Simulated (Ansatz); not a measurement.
# AgF: a single-point run

The task is a single-point run on AgF. The structure is shown as the input types it. The cell is built on a prototype (zincblende) and needn't be the phase found in nature.

Computed with Ansatz 0.2.0 (density functional or hybrid calculation with the settings of its input, plane waves (as first typed), unless a step's input says otherwise).

## (1) The starting structure

Symmetry: F-43m, No. 216, cubic system. Conventional cell: a = 5.348 Å, b = 5.348 Å, c = 5.348 Å, α = 90.00°, β = 90.00°, γ = 90.00°. Around Ag (site symmetry -43m) lie 4 F at 2.32 Å. F (site symmetry -43m) has 4 Ag at 2.32 Å as nearest neighbours.

Structure file:

```cif
data_structure
_symmetry_space_group_name_H-M 'P 1'
_symmetry_Int_Tables_number 1
_cell_length_a 3.7819
_cell_length_b 3.7819
_cell_length_c 3.7819
_cell_angle_alpha 60.000
_cell_angle_beta 60.000
_cell_angle_gamma 60.000
_cell_volume 38.25
loop_
_atom_site_label
_atom_site_type_symbol
_atom_site_fract_x
_atom_site_fract_y
_atom_site_fract_z
_atom_site_occupancy
Ag1 Ag 0.00000 0.00000 0.00000 1
F1 F 0.25000 0.25000 0.25000 1
```

## (2) The calculation

File input.yaml:

```yaml
crystal:
  lattice:
    - [0.0, 2.6741814736, 2.6741814736]
    - [2.6741814736, 0.0, 2.6741814736]
    - [2.6741814736, 2.6741814736, 0.0]
  atoms:
    - { symbol: Ag, position: [0.0, 0.0, 0.0] }
    - { symbol: F, position: [0.25, 0.25, 0.25] }
kpoints:
  mp_grid: { grid: [6, 6, 6] }
hamiltonian:
  xc: r2scan
scf:
  occupations: { method: fermi_dirac, width: 0.02 }
  n_extra_bands: 4
  convergence: { dr2_threshold: 0.01 }
  max_iter: 58
output:
  forces: true
  stress: true
  eigenvalues: true
```

Run with:

```console
> ansatz run input.yaml --threads 4 --pin off --max-ram 3686MiB --backend cpu --events-out ev --progress --plain --runs-dir out
```

Q: Will this input give a usable result? If not, why, and what should change?

The run converged and reported no error, with warnings (force scf threshold loose, stress scf threshold loose). Its log warns: «scf.convergence.dr2_threshold = 1e-2 eV is looser than this run's default, which is 1e-7 eV or tighter. The error in the forces grows as the threshold's square root ...»

The threshold asked is loose, but the program put off the close and ended at dr2 = 8.1e-7, so little accuracy was lost here.

The test: delete scf.convergence.dr2_threshold (the default then holds).
